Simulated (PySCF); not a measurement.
**Solver options tried on GeC (triplet)**

Do guess, damping, level shift and thresholds change the result for GeC (triplet), or only the number of cycles?

Method: method and basis as typed in the scripts; program: PySCF 2.14.0.

### Step 1. The system as given

GeC (triplet): 2 atoms, charge 0, spin multiplicity 3.

Bond lengths: Ge1–C2 1.870 Å.

### Step 2. The base run

File input.py:

```python
from pyscf import gto, dft

mol = gto.M(
    atom='Ge 0 0 0; C 0 0 1.87',
    basis='sbkjc',
    ecp={'Ge': 'sbkjc', 'C': 'sbkjc'},
    charge=0,
    spin=2,
    verbose=4,
)
mf = dft.ROKS(mol, xc='pw91')
mf = mf.newton()
mf.kernel()
mf.mulliken_pop()
mf.dip_moment()
print('orbital energies (hartree):', mf.mo_energy[..., max(0, mol.nelec[1]-3):mol.nelec[0]+3].round(4))
```

The run is started by

```console
$ OMP_NUM_THREADS=1 python input.py
```

The log of this run is left out.

In short: E(SCF) = -9.303317 Eh, 4 macro-iterations, μ = 1.79 D.

The bond length is a typed value, not an optimised one. The triplet is typed in the script; nothing here shows that it is the ground state.

### Step 3. DIIS space 12

Variant 1 changes DIIS space: default → 12.

File input.py:

```python
from pyscf import gto, dft

mol = gto.M(
    atom='Ge 0 0 0; C 0 0 1.87',
    basis='sbkjc',
    ecp={'Ge': 'sbkjc', 'C': 'sbkjc'},
    charge=0,
    spin=2,
    verbose=4,
)
mf = dft.ROKS(mol, xc='pw91')
mf.diis_space = 12
mf = mf.newton()
mf.kernel()
mf.mulliken_pop()
mf.dip_moment()
print('orbital energies (hartree):', mf.mo_energy[..., max(0, mol.nelec[1]-3):mol.nelec[0]+3].round(4))
```

The run is started by

```console
$ OMP_NUM_THREADS=1 python input.py
```

### Step 4. Damping 0.2

Variant 2 changes damping: none → 0.2.

Edit input.py of step 2 so:

```diff
@@ -11,2 +11,4 @@
 mf = dft.ROKS(mol, xc='pw91')
+mf.damp = 0.2
+mf.diis_start_cycle = 8
 mf = mf.newton()
```

### Step 5. Damping 0.95

Variant 3 changes damping: none → 0.95.

Edit input.py of step 2 so:

```diff
@@ -11,2 +11,4 @@
 mf = dft.ROKS(mol, xc='pw91')
+mf.damp = 0.95
+mf.diis_start_cycle = 8
 mf = mf.newton()
```

What does the calculation give? Wanted: for each run, E(SCF); from base; dipole.

The runs gave:

| run | E(SCF) (hartree) | from base (eV) | cycles | dipole (D) |
| --- | --- | --- | --- | --- |
| base | -9.303317 | 0 | 4 macro | 1.79 |
| DIIS space 12 | -9.303317 | 0.0000 | 4 macro | 1.79 |
| damping 0.2 | -9.303317 | 0.0000 | 4 macro | 1.79 |
| damping 0.95 | -9.303317 | 0.0000 | 4 macro | 1.79 |

Distance from each run's final energy (log10 hartree) by cycle:

| run | cycle 1 | cycle 2 | cycle 3 | cycle 5 | cycle 8 | cycle 12 |
| --- | --- | --- | --- | --- | --- | --- |
| base | -2.2 | -6.4 | < -11 | done | done | done |
| DIIS space 12 | -2.2 | -6.4 | < -11 | done | done | done |
| damping 0.2 | -2.2 | -6.4 | < -11 | done | done | done |
| damping 0.95 | -2.2 | -6.4 | < -11 | done | done | done |

**Reading.** The SCF energy stays the same, to the digits that matter, with DIIS space 12 or damping 0.2 or damping 0.95. The cycles with DIIS space 12 or damping 0.2 or damping 0.95 repeat those of the base digit for digit, so the setting never acted.
